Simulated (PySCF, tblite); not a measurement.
**C4H8F2O2Si: geometry, infrared bands and NMR shifts**

What infrared bands and NMR shifts should C4H8F2O2Si (`FC[C@@H]1O[SiH2]O[C@H]1CF`) show?

The runs use tblite 0.8.0 and PySCF 2.14.0, with density-fitted response routines of our own; the level of theory stands in each step. All values are computed, except where a source is named. Atoms are numbered from 0 throughout.

### 1 The starting structure

17 atoms, charge 0, multiplicity 1; geometry from: force field or distance geometry start.

Bonds of the start (Å): F0–C1 1.37, C1–C2 1.52, C2–O3 1.39, O3–Si4 1.72, Si4–O5 1.72, O5–C6 1.36, C6–C7 1.54, C7–F8 1.40, C6–C2 1.45, C1–H9 1.13, C1–H10 1.12, C2–H11 1.12, Si4–H12 1.46, Si4–H13 1.44, C6–H14 1.12, C7–H15 1.09, C7–H16 1.12.

### 2 Relaxing the molecule with GFN2-xTB

Job settings and geometry (Å):

```
{"job": {"kind": "relax", "xc": "GFN2-xTB", "basis": "xTB"}, "charge": 0, "multiplicity": 1}
F     -2.022200    -0.658100    -1.265000
C     -1.279900    -1.355900    -0.347600
C     -0.346500    -0.458800     0.444500
O     -1.162900     0.463500     1.082400
Si    -1.035300     1.809600     0.021900
O      0.602700     1.528600    -0.413900
C      0.734400     0.181400    -0.286400
C      2.125100    -0.107900     0.306100
F      2.369300    -1.487600     0.286400
H     -2.036200    -1.743700     0.401700
H     -0.762500    -2.230800    -0.809100
H      0.085700    -1.098300     1.253800
H     -1.816600     1.631800    -1.204200
H     -1.236000     3.069100     0.693500
H      0.787300    -0.248600    -1.320200
H      2.903600     0.451500    -0.215800
H      2.083000     0.266100     1.362000
```

The run is started by

```sh
> OMP_NUM_THREADS=1 python probes_run.py task.json out
```

This one command runs all jobs of the session in turn.

**Question.** This job is followed by: GFN2-xTB harmonic vibrations, gas phase; GIAO PBE0/pcSseg-1 NMR shielding, non-relativistic, gas phase. Predict these results of the whole session: strongest single infrared mode (GFN2-xTB); zero-point energy (GFN2-xTB); 13C shifts against TMS (PBE0/pcSseg-1, means over atoms taken as alike); 1H shifts against TMS (PBE0/pcSseg-1, means over atoms taken as alike); 19F shifts against CFCl3 (PBE0/pcSseg-1, means over atoms taken as alike); 17O shifts against H2O (PBE0/pcSseg-1, means over atoms taken as alike); 29Si shifts against TMS (PBE0/pcSseg-1); surface potential, 1st and 99th percentile.

**Answer**, as computed:

| quantity | value |
| --- | --- |
| strongest single infrared mode (GFN2-xTB) | 2357 cm⁻¹, 385 km/mol |
| zero-point energy (GFN2-xTB) | 75.3 kcal/mol |
| 13C shifts against TMS (PBE0/pcSseg-1, means over atoms taken as alike) | 89.1, 76.7 ppm |
| 1H shifts against TMS (PBE0/pcSseg-1, means over atoms taken as alike) | 5.06, 4.79, 4.72, 4.43 ppm |
| 19F shifts against CFCl3 (PBE0/pcSseg-1, means over atoms taken as alike) | -264.9 ppm |
| 17O shifts against H2O (PBE0/pcSseg-1, means over atoms taken as alike) | 43.4 ppm |
| 29Si shifts against TMS (PBE0/pcSseg-1) | 1.1 ppm |
| surface potential, 1st and 99th percentile | -1.09 V and 1.58 V |

Relaxing lowered the energy by 0.852 eV in 104 steps; the close pair that moved most is C2–C6, from 1.453 to 1.553 Å. All 45 modes are real, so the xTB geometry is a minimum. The strongest single mode, at 2357 cm⁻¹, moves mainly H13. Unscaled tight-binding wavenumbers are off by several per cent, some by more. Its intensities can rank the bands wrongly. C1, C7 (mean) (sp3 CH2 bonded to F) lies farthest downfield among carbon, at 89.1 ppm; pulled downfield by the heteroatom. At PBE0/pcSseg-1: Shielding is most anisotropic at O3, O5 (span 111 ppm, paramagnetic term -104 ppm).
